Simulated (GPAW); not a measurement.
The system is Al3Pt2.

```
CELL_PARAMETERS angstrom
4.20714 0.00000 0.00000
-2.10357 3.64349 0.00000
0.00000 0.00000 5.18896
ATOMIC_POSITIONS crystal
Pt 0.66667 0.33333 0.83387
Pt 0.33333 0.66667 0.16613
Al 0.66667 0.33333 0.35317
Al 0.33333 0.66667 0.64683
Al 0.00000 0.00000 0.00000
```

The cell comes from a database or a generator and needn't be the stable form of this composition.

Base run:

```yaml
Program: GPAW 26.7.0
Functional: PBEsol
Potentials_or_basis: PAW data sets generated in the run's folder for this functional
Cutoff: 600 eV
Basis: pw
k_mesh: 6 × 6 × 4
Occupations: fermi-dirac, width 0.05 eV
Spin: no spin polarisation
```

Its results: pressure 0.3 GPa; largest force 0.105 eV/Å.

**Question.** The run is repeated on the same cell with these changes: functional from PBEsol to LDA; potentials or basis from PAW data sets generated in the run's folder for this functional to the program's PAW data sets (release 1.2.1) made for this functional. What comes out?

**Answer.** Pressure -3.4 GPa; largest force 0.071 eV/Å.
